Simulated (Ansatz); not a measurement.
**C₂H₅AlO₂: one species, many methods**

How much do the methods differ for C₂H₅AlO₂? The plan is to run it at one geometry with functionals of several rungs and with coupled cluster. The yardstick is the atomisation energy at the CCSD(T) limit.

Method: functionals in def2-TZVPP, the program's frozen cores in correlated methods; program: Ansatz 0.2.0, Gaussian basis.

Plan: PBE-D4, r2SCAN-D4, PBE0-D4, B3LYP-D4, ωB97X-V, ωB97M-V, B2PLYP; CCSD(T)/def2-TZVPP; MP2/def2-QZVPP; extrapolation to the limit.

## (1) Structure used throughout

The geometry comes from an earlier relaxation with PBE0-D4 in a triple-zeta def2 set; it is a stationary point, not always the lowest conformer.

10 atoms, charge 0, spin multiplicity 1.

Atoms are counted from 1 here; the program's logs count them from 0.

Bond lengths: C1–C2 1.483 Å, C1–H6 1.092 Å, C1–H7 1.091 Å, C1–H8 1.087 Å, C2–O3 1.271 Å, C2–O4 1.272 Å, O3–Al5 1.907 Å, O4–Al5 1.903 Å, Al5–H9 1.580 Å, Al5–H10 1.580 Å. Angles: C2–C1–H6 108.7°, C2–C1–H7 109.2°, C2–C1–H8 110.8°, H6–C1–H7 107.3°, H6–C1–H8 110.1°, H7–C1–H8 110.7°, C1–C2–O3 122.4°, C1–C2–O4 121.5°, O3–C2–O4 116.1°, C2–O3–Al5 87.4°, C2–O4–Al5 87.5° and more.

## (2) PBE-D4 (GGA)

Contents of in.yaml:

```yaml
crystal:
  periodic: [false, false, false]
  atoms:
    - {symbol: C, position_ang: [-0.337049, -1.691518, 0.209636]}
    - {symbol: C, position_ang: [-0.044114, -0.250408, 0.017230]}
    - {symbol: O, position_ang: [-0.537327, 0.421569, -0.941910]}
    - {symbol: O, position_ang: [0.716447, 0.386308, 0.814196]}
    - {symbol: Al, position_ang: [0.400762, 1.931284, -0.250523]}
    - {symbol: H, position_ang: [-0.861735, -1.818552, 1.158986]}
    - {symbol: H, position_ang: [0.602343, -2.241692, 0.282380]}
    - {symbol: H, position_ang: [-0.943791, -2.074761, -0.606608]}
    - {symbol: H, position_ang: [-0.562377, 2.965690, 0.455488]}
    - {symbol: H, position_ang: [1.649841, 2.320880, -1.135979]}
basis:
  gaussian: {orbitals: def2-TZVPP}
hamiltonian: {xc: pbe, dispersion: d4}
output: {forces: true, orbitals: {seedname: orbitals}}
```

On the command line:

```sh
ansatz run in.yaml --threads 4 --pin off --events-out ev --progress --plain --max-ram 10444MiB
```

After this run come: r2SCAN-D4 (meta-GGA); PBE0-D4 (hybrid); B3LYP-D4 (hybrid); ωB97X-V (range-separated); ωB97M-V (range-separated); B2PLYP (double hybrid); CCSD(T) in def2-TZVPP; MP2 in def2-QZVPP.

Before running them: what should the planned runs give, taken together? Wanted: atomisation energy, CCSD(T)/CBS; farthest; mean size of error, hybrid; mean size of error, range-separated; gap, smallest and largest; T1 diagnostic; triples share of the correlation energy.

**Answer**, as computed:

```
                               quantity                                 value
        atomisation energy, CCSD(T)/CBS                             41.413 eV
    functionals within 0.207 eV (0.5 %)   PBE0-D4, B3LYP-D4, ωB97X-V, ωB97M-V
                               farthest                    PBE-D4 (+0.869 eV)
             mean size of error, hybrid                              0.128 eV
    mean size of error, range-separated                              0.120 eV
              gap, smallest and largest  5.11 eV (PBE-D4), 12.30 eV (ωB97X-V)
                          T1 diagnostic                                0.0152
triples share of the correlation energy                                 3.9 %
```

**Reading.** PBE-D4 is off by +0.869 eV. Double hybrids carry the basis error of their MP2 part in triple zeta, and no dispersion term here, so their miss is partly the set-up's. The reference freezes the cores and leaves out relativity and excitations past (T), so misses under about 0.207 eV can't be ranked. Hartree-Fock recovers 72 % of the binding; the rest is correlation. Orbital gaps span 5.1 to 12.3 eV; exact exchange widens them.
